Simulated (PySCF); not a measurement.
# [Sm(OH)3(NH3)]−: other functionals and bases at one geometry

One table from this session's results is given with a row withheld; the runs are named, their logs left out.

Program: PySCF 2.14.0. Level of theory: several levels, as the steps say, no spin–orbit coupling. These are calculated values, not measurements.

1 further run of the same task is left out (for a known fault of the program).

## The starting structure

11 atoms, charge -1, spin multiplicity 1.

Bond lengths: Sm1–O2 2.306 Å, Sm1–O4 2.306 Å, Sm1–O6 2.305 Å, Sm1–N8 2.768 Å, O2–H3 0.960 Å, O4–H5 0.959 Å, O6–H7 0.960 Å, N8–H9 1.017 Å, N8–H10 1.017 Å, N8–H11 1.017 Å. Angles: O2–Sm1–O4 119.6°, O2–Sm1–O6 120.1°, O2–Sm1–N8 93.1°, O4–Sm1–O6 119.3°, O4–Sm1–N8 92.7°, O6–Sm1–N8 93.9°, Sm1–O2–H3 176.0°, Sm1–O4–H5 173.9°, Sm1–O6–H7 174.3°, Sm1–N8–H9 109.6°, Sm1–N8–H10 110.9°, Sm1–N8–H11 110.6°, H9–N8–H10 108.6°, H9–N8–H11 108.5°, H10–N8–H11 108.6°.

As a file:

```xyz
11
H6NO3Sm
Sm    0.2364   -0.2787    0.3220
O     1.3054    1.5126    1.3046
H     1.7748    2.2151    1.7594
O    -1.6103   -1.2045    1.3457
H    -2.3151   -1.6598    1.8110
O     1.2200   -1.3827   -1.4466
H     1.6900   -1.8795   -2.1200
N    -1.3118    1.3416   -1.3022
H    -1.9254    1.9141   -0.7274
H    -0.7275    1.9562   -1.8636
H    -1.8851    0.7793   -1.9264
```

Formal oxidation states: Sm +2. Each metal's 6 4f electrons lie in its core potential, so multiplicities, spins and levels count the valence alone. An earlier session relaxed this geometry at PBE0, Sm lcecp-0-SVP with ECP52, O def2-SVP, H def2-SVP, N def2-SVP (singlet, point group C1).

At PBE0 on the finer grid: E = -312.498168 Eh, frontier levels not given, since the 4f levels lie in the core, Mulliken charge on Sm1 +0.42 e, largest force component 0.012 eV/Å. 

Levels to run: B3LYP; BP86; PBE0, TZVP. Hardware: 2 threads of Arm Neoverse V2, shared host.

Set-up of the first run:

run.py (the lines that set the calculation) reads:

```python
mol = gto.M(atom='''
Sm     0.23645    -0.27874     0.32200
O      1.30535     1.51258     1.30460
H      1.77475     2.21508     1.75936
O     -1.61035    -1.20446     1.34570
H     -2.31506    -1.65984     1.81100
O      1.22003    -1.38271    -1.44665
H      1.68997    -1.87951    -2.12004
N     -1.31183     1.34159    -1.30216
H     -1.92536     1.91412    -0.72742
H     -0.72747     1.95617    -1.86356
H     -1.88509     0.77932    -1.92637''',
    basis={'Sm': 'lcecp-0-SVP', 'O': 'def2-SVP', 'H': 'def2-SVP', 'N': 'def2-SVP'},
    ecp={'Sm': 'lcecp-0-SVP'},
    charge=-1, spin=0)
mf = dft.RKS(mol, xc='B3LYP')
mf.grids.atom_grid = (75, 302)  # f atoms: unpruned, at least (60, 302)
mf = mf.density_fit()  # fitting sets: Sm AutoAux, O def2-universal-JKFIT, H def2-universal-JKFIT, N def2-universal-JKFIT
mf.conv_tol = 1e-08; mf.max_cycle = 55
mf.kernel(dm0)  # dm0: the density of the relaxed state
```

On the command line:

```bash
> OMP_NUM_THREADS=2 python run.py
```

Steps of the session up to this table: B3LYP; BP86; PBE0, TZVP.

One table of the session follows, with a row left open; its other results are not shown here.

| level | charge on Sm1 (e) | dipole (D) | largest force component (eV/Å) |
| --- | --- | --- | --- |
| PBE0 (relaxed here) | 0.42 | 4.09 | 0.01 |
| B3LYP | 0.33 | 4.09 | 0.17 |
| BP86 | ? | ? | ? |
| PBE0, TZVP | 1.08 | 3.79 | 0.33 |

**Question.** Estimate the row for BP86.

The run gave: charge on Sm1 (e): 0.17; dipole (D): 4.10; largest force component (eV/Å): 0.50. In the column «charge on Sm1 (e)» it is the lowest.

The dipole of a charged species depends on the origin, so these sizes hold for this origin alone.

The largest leftover force, 0.50 eV/Å with BP86, stands at a geometry relaxed at another level. With 4f in the core, its levels are missing from HOMO and gap, and its count is fixed, so no charge can pass from the ligands into it. Total energies of different levels can't be compared.
